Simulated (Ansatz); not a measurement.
# CH₃OTe+ (SMILES [CH2+][Te]O): single points off equilibrium

The atoms stand at a structure displaced at random from a GFN2-xTB minimum. How far do the functionals agree with CCSD(T) there?

Program: Ansatz 0.2.0, Gaussian basis. Level of theory: single points in def2-TZVPP. These are calculated values, not measurements.

Correlated methods freeze the cores. Filled d shells of the heavier atoms are correlated. Core potentials replace the inner electrons past krypton, and spin-orbit coupling is left out. B3LYP uses VWN-RPA correlation.

**1. The starting structure**

SMILES `[CH2+][Te]O`, 6 atoms, charge 1, spin multiplicity 1.

Atoms are counted from 1 here; the program's logs count them from 0.

Bond lengths: C1–Te2 1.987 Å, C1–H4 1.167 Å, C1–H5 1.227 Å, Te2–O3 1.914 Å, O3–H6 1.167 Å. Angles: Te2–C1–H4 127.0°, Te2–C1–H5 121.2°, H4–C1–H5 111.8°, C1–Te2–O3 104.6°, Te2–O3–H6 120.3°.

Coordinates:

```xyz
6
CH3OTe
C    -0.4913    0.1924   -1.0308
Te    0.8923   -0.9471   -0.1724
O     1.1588   -0.1627    1.5529
H    -0.9449    0.0625   -2.0980
H    -0.9700    1.1601   -0.4470
H     0.2720   -0.0869    2.3076
```

**2. CCSD(T)/def2-TZVPP**

Input file run/in.yaml:

```yaml
crystal:
  periodic: [false, false, false]
  atoms:
    - {symbol: C, position_ang: [-0.491300, 0.192400, -1.030800]}
    - {symbol: Te, position_ang: [0.892300, -0.947100, -0.172400]}
    - {symbol: O, position_ang: [1.158800, -0.162700, 1.552900]}
    - {symbol: H, position_ang: [-0.944900, 0.062500, -2.098000]}
    - {symbol: H, position_ang: [-0.970000, 1.160100, -0.447000]}
    - {symbol: H, position_ang: [0.272000, -0.086900, 2.307600]}
basis:
  gaussian: {orbitals: def2-TZVPP}
total_charge: 1
correlation: {method: ccsd_t}
output: {forces: true}
```

No record of the launch command was kept for these runs.

**3. PBE0-D4/def2-TZVPP**

Changes to run/in.yaml since step 2:

```diff
@@ -12,3 +12,3 @@
 total_charge: 1
-correlation: {method: ccsd_t}
-output: {forces: true}
+hamiltonian: {xc: pbe0, dispersion: d4}
+output: {forces: true, orbitals: {seedname: orbitals}}
```

**4. wB97M-V/def2-TZVPP**

Changes to run/in.yaml since step 3:

```diff
@@ -12,3 +12,3 @@
 total_charge: 1
-hamiltonian: {xc: pbe0, dispersion: d4}
-output: {forces: true, orbitals: {seedname: orbitals}}
+hamiltonian: {xc: {name: wB97M-V}}
+output: {forces: true}
```

**5. r2SCAN-D4/def2-TZVPP**

Changes to run/in.yaml since step 4:

```diff
@@ -12,3 +12,3 @@
 total_charge: 1
-hamiltonian: {xc: {name: wB97M-V}}
+hamiltonian: {xc: r2scan, dispersion: d4}
 output: {forces: true}
```

**6. PBE-D4/def2-TZVPP**

Changes to run/in.yaml since step 5:

```diff
@@ -12,3 +12,3 @@
 total_charge: 1
-hamiltonian: {xc: r2scan, dispersion: d4}
+hamiltonian: {xc: pbe, dispersion: d4}
 output: {forces: true}
```

**7. B3LYP-D4/def2-TZVPP**

Changes to run/in.yaml since step 6:

```diff
@@ -12,3 +12,3 @@
 total_charge: 1
-hamiltonian: {xc: pbe, dispersion: d4}
+hamiltonian: {xc: {name: B3LYP}, dispersion: d4}
 output: {forces: true}
```

**8. wB97X-V/def2-TZVPP**

Changes to run/in.yaml since step 7:

```diff
@@ -12,3 +12,3 @@
 total_charge: 1
-hamiltonian: {xc: {name: B3LYP}, dispersion: d4}
+hamiltonian: {xc: {name: wB97X-V}}
 output: {forces: true}
```

(Steps that only read results are left out.)

Q: Predict the outcome of this session. Wanted: energy less free atoms, CCSD(T)/def2-TZVPP; RMS force component; RMS force error; HOMO and LUMO, PBE0-D4; T1 diagnostic.

**Answer**, as computed:

| quantity | value |
| --- | --- |
| energy less free atoms, CCSD(T)/def2-TZVPP | -238.0 kcal/mol |
| RMS force component | 1.896 to 2.065 eV/Å over the methods |
| RMS force error | PBE0-D4 0.151, wB97M-V 0.221, r2SCAN-D4 0.082, PBE-D4 0.222, B3LYP-D4 0.097, wB97X-V 0.248 eV/Å |
| HOMO and LUMO, PBE0-D4 | -13.62 and -9.05 eV |
| T1 diagnostic | 0.025 |

What this shows: Against CCSD(T) the functionals' energies less atoms differ by -34.3 to -5.7 kcal/mol, PBE-D4 by -34.3 kcal/mol. CCSD(T) in triple zeta still lacks some correlation energy of the bonds, so part of these gaps is its own basis error and they don't rank the functionals. The forces of r2SCAN-D4 come nearest to CCSD(T), those of wB97X-V are farthest. Frozen-core CCSD(T) forces in triple zeta carry basis errors of their own, and this is one geometry, so small gaps rank nothing. The T1 diagnostic is large here, over the usual mark for main-group molecules (transition-metal compounds often pass it harmlessly), so CCSD(T) itself may be off. The restricted Hartree–Fock reference is unstable towards an unrestricted one at one or more of these structures.
